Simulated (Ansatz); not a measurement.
# AlAsH2+ (doublet): from Hartree-Fock to the top rungs, cc-pVTZ

Aim: climb from Hartree-Fock through coupled cluster for AlAsH2+ (doublet) at one geometry and basis, and see what each rung misses.

Computed with Ansatz 0.2.0, Gaussian basis. Level: cc-pVTZ, core rule «outside noble gas», up to 19 orbitals frozen.

The runs, in order: UHF; CCSD(T) on ROHF; CCSD(T) on UHF; BCCD(T) on ROHF; CCSDT(Q) on ROHF; CCSDT(Q) on UHF.

8 further runs of the same task are left out: 6 for a known fault of the program, 2 set aside as unsound or not needed.

**1. The geometry**

The geometry is a PBE0/def2-TZVP stationary point (not a proven minimum) of the parent state, kept for this charge and spin. No spin-orbit coupling is included. The filled d shell of As may be among the frozen orbitals whatever the setting's name suggests; the logs give the count.

4 atoms, charge 1, spin multiplicity 2.

Atoms are counted from 1 here; the program's logs count them from 0.

Bond lengths: Al1–As2 2.523 Å, As2–H3 1.535 Å, As2–H4 1.535 Å. Angles: Al1–As2–H3 80.9°, Al1–As2–H4 80.9°, H3–As2–H4 90.2°.

**2. UHF**

File in.yaml:

```yaml
crystal:
  periodic: [false, false, false]
  atoms:
    - {symbol: Al, position_ang: [-0.010266, 0.000001, 1.863024]}
    - {symbol: As, position_ang: [0.031352, 0.000000, -0.659252]}
    - {symbol: H, position_ang: [-1.027816, -1.087510, -0.434086]}
    - {symbol: H, position_ang: [-1.027822, 1.087503, -0.434087]}
basis:
  gaussian: {orbitals: cc-pVTZ}
total_charge: 1
magnetization: {spin_polarized: true, initial_magnetization: 1}
hamiltonian: {xc: hf}
output: {orbitals: {seedname: orbitals}}
```

The run is started by

```console
ansatz run in.yaml --threads 1 --pin off --events-out ev --progress --plain --max-ram 4096MiB --backend cpu
```

After this run come: CCSD(T) on ROHF; CCSD(T) on UHF; BCCD(T) on ROHF; CCSDT(Q) on ROHF; CCSDT(Q) on UHF.

Q: Predict the results of all the runs planned. Wanted: UCCSDT(Q) from the RHF energy; RMP2 from UCCSDT(Q); UMP2 from UCCSDT(Q); RCCSD from UCCSDT(Q); RCCSD(T) from UCCSDT(Q); UCCSD(T) from UCCSDT(Q); RCCSDT(Q) from UCCSDT(Q); T1 diagnostic.

**Answer**, as computed:

```
                         quantity                      value
    UCCSDT(Q) from the ROHF energy                 -5.9771 eV
              RMP2 from UCCSDT(Q)              +105.3 kJ/mol
              UMP2 from UCCSDT(Q)              +110.7 kJ/mol
             RCCSD from UCCSDT(Q)               +27.4 kJ/mol
          RCCSD(T) from UCCSDT(Q)                +4.2 kJ/mol
          UCCSD(T) from UCCSDT(Q)                +4.3 kJ/mol
         RCCSDT(Q) from UCCSDT(Q)                +0.3 kJ/mol
levels within 1 kcal/mol (43 meV)  RCCSDT, UCCSDT, RCCSDT(Q)
                    T1 diagnostic                      0.032
```

RCCSD(T) lands +4.2 kJ/mol from the yardstick (0.7 % of the correlation energy). These misses are within one basis, not against nature; the frozen cores of restricted and unrestricted runs differ, which can shift their rows.
